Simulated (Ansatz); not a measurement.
**What each level of theory costs: TiSi2 (Cmcm), on Neoverse N1 cores, threads left to the program**

All times were clocked for whole runs of Ansatz 0.2.0, start-up included, one run at a time with no other job on the machine: an Arm Neoverse N1 node (56 of its 64 cores, memory capped at 64 GiB). Times and memory are rounded to two significant figures, and ratios are formed from the unrounded values. A row is a single run, so small differences between rows aren't established. Precision is the program's default, which can work at lower precision in parts of a run.

The first rung is PBE.

Commands are shown without the flags for output files and display.

The folder soft_1 holds one of the program's own sets of PAW files, generated with PBE and used with every functional where the input names it.

| Quantity | Value |
| --- | --- |
| atoms | 6 |
| valence electrons | 40 |
| cell volume | 85.07 Å³ |
| cutoff (chosen by the program) | 420 eV |
| k mesh | 7×7×6 |
| k points solved | 64 |
| symmetry operations used (translations within a supercell counted) | 8 |
| plane waves at Γ | 1669 |
| dense FFT grid | 48×48×24 |
| bands at the start | 26 |
| spin | none |
| first density | superposed atoms |

Input used:

```yaml
crystal:
  lattice:
    - [1.765105, -6.759282, 0.000000]
    - [1.765105, 6.759282, 0.000000]
    - [0.000000, 0.000000, 3.565174]
  atoms:
    - { symbol: Ti, position: [0.896882, 0.103118, 0.750000] }
    - { symbol: Ti, position: [0.103118, 0.896882, 0.250000] }
    - { symbol: Si, position: [0.558251, 0.441749, 0.750000] }
    - { symbol: Si, position: [0.441749, 0.558251, 0.250000] }
    - { symbol: Si, position: [0.249685, 0.750315, 0.750000] }
    - { symbol: Si, position: [0.750315, 0.249685, 0.250000] }
kpoints:
  mp_grid: { grid: [7, 7, 6] }
hamiltonian:
  xc: pbe
  pseudopotentials: { azcp: { folder: soft_1 } }
scf:
  occupations: { method: fermi_dirac, width: 0.1 }
output: { forces: true, stress: true }
```

Command for every rung:

```bash
taskset -c 8-63 ansatz run input.yaml --backend cpu --max-ram 64GiB
```

Lines that stand in the other rungs' inputs in place of, or beside, those above:

```yaml
# LDA
hamiltonian:
  xc: lda
# r2SCAN
hamiltonian:
  xc: r2scan
# PBE with spin-orbit coupling
hamiltonian:
  pseudopotentials: { kind: paw_fr, azcp: { folder: soft_1 } }
magnetization: { noncollinear: true, spin_orbit: true }
output: { eigenvalues: true }
# PBE with bands and DOS
kpoints:
  band_path: { path: [[0, 0, 0], [0.5, 0, 0], [0.5, 0.5, 0], [0, 0, 0], [0.5, 0.5, 0.5]], npoints: 15 }
output: { eigenvalues: true, dos: {} }
# PBE, all-electron LAPW
hamiltonian:
  pseudopotentials: { kind: all_electron, lapw: {} }
# HSE06
hamiltonian:
  xc: hse06
# PBE Γ phonons (DFPT)
phonons: { method: dfpt, qpoints: [[0, 0, 0]] }
# (no output line)
```

```csv
level,wall time,SCF clock,outside it,outputs asked,electrons in bands,bands at the start,cutoff (eV),dense FFT grid,XC grid (× dense grid),k points,SCF iterations,residual at close (eV),eigensolver,threads,host memory (GiB),remarks
PBE,0.84 s,0.56 s,0.28 s,"forces, stress",40,26,420,48×48×24,8,64,7,6e-8,band CG,56,1.2,
LDA,0.94 s,0.63 s,0.31 s,"forces, stress",40,26,420,48×48×24,1,64,8,6e-9,band CG,56,1.2,
PBE with bands and DOS,1.1 s,0.84 s,0.30 s,"eigenvalues, dos",40,26,420,48×48×24,1,64,7,6e-8,band CG,56,1.2,band table 0.097 s
r2SCAN,1.7 s,1.3 s,0.41 s,"forces, stress",40,26,500,54×54×27,64,64,8,3e-8,band CG,56,1.9,
PBE with spin-orbit coupling,3.3 s,2.5 s,0.78 s,eigenvalues,40,52,420,48×48×24,1,64,8,3e-8,band CG,56,4.0,closing search 0.82 s
PBE Γ phonons (DFPT),14 s,14 s,0.42 s,none,40,26,420,48×48×24,8,64,10,9e-12,band CG,56,1.8,"9 perturbations, 27 response iterations"
HSE06,28 s,26 s,2.0 s,"forces, stress",40,26,420,48×48×24,8,64,27,,Davidson,56,6.8,band table 3.4 s; SCF threshold loose for stress (1e-7 against 6e-10 eV); exchange threshold loose for stress (1e-6 against 6e-8 eV); exchange on 32×32×18 points
```

The SCF clock is the program's own. It runs from the start of the first SCF loop to the final result and holds forces, stress, later SCFs and response steps. Outside it lie start-up, exit and the set-up ahead of the first loop, which depends on the cell and the method.

SCF iterations are those that the program logged, summed over all steps and exchange cycles of a run; an SCF made in search of a lower state can go uncounted; response, GW and RPA loops aren't counted. A hybrid's count includes the PBE SCF that it starts from. The k points are those of the first SCF; band paths, strained cells and response steps solve further ones. LAPW's cutoff and plane waves are those at the start; the program can enlarge the basis.

«SCF threshold loose for stress (a against b)»: the program warns that its threshold a on the density residual is looser than the b that it advises where a stress is wanted. The warning is on the threshold set and not on the residual reached, which can lie below it; a run set to the advised value can need more iterations. «exchange threshold loose for stress (a against b)»: the same warning for the energy threshold of a hybrid's exchange loop, again on the value set and not on the value reached. «a perturbations, b response iterations»: symmetry left a displacements to solve, which took b iterations of the response in all. «exchange on a×b×c points»: exact exchange forms its pair densities on this grid and not on the dense one, without the augmentation charges, which are treated apart. «closing search a s»: at the SCF's close the program searches for levels that the SCF missed, which took a s of the SCF clock (told where that is 15 % of it or more). «band table a s»: behind the SCF the program solved its bands further for a band table, asked for or not, which took a s of the SCF clock (told where that is 5 % of it or more).

By its log the LAPW rung lays its FFT boxes along shorter combinations of the cell vectors, and the other rungs along the cell's own.

The rungs don't all ask for the same outputs, so their times differ by more than the level of theory.

The program sets the grid for exchange-correlation by functional and task; the column gives its points per point of the dense FFT grid (LAPW has grids of its own).

The residual is the density residual (dr2) at which the first SCF closed; hybrids, which run several SCFs, have none listed. The eigensolver is the one reported for the main SCF. Ahead of a DFPT response the program converges the ground state more tightly by default.

At its default thresholds the program warns of the stress for hybrids alone, so a rung without the warning needn't be the more tightly converged one. The first rung closed at 6e-8 eV, above the 6e-10 eV that the program advises for its stress (1e-10 eV an atom; for hybrids it counts 16 atoms at most).

The PAW files were made with PBE; for other functionals the program regenerates the frozen cores at set-up.

The stress takes 10 s of the 28 s of HSE06.

The first rung takes only 0.84 s, 0.56 s of it on the SCF clock, in a single run. That is too short to divide by, since fixed costs and noise weigh heavily on it, so no ratios to it are given. The cost of one level against another in a larger system can differ much from what these times suggest.

Question: How long does PBE, all-electron LAPW take on Neoverse N1 cores, threads left to the program?

Answer: 4.8 s, against 0.84 s for the first rung, at a cutoff of 272 eV at the start, in 9 SCF iterations against 7; peak host memory 1.7 GiB. Of the wall time 4.4 s is on the SCF clock and 0.40 s outside. On the SCF clock alone it is 4.4 s against 0.56 s. It starts with 44 bands, against 26, for 72 electrons in bands against 40. Its dense FFT grid has 20×40×20 points, against 48×48×24 (0.29 times as many). Its eigensolver is Davidson, against band CG.
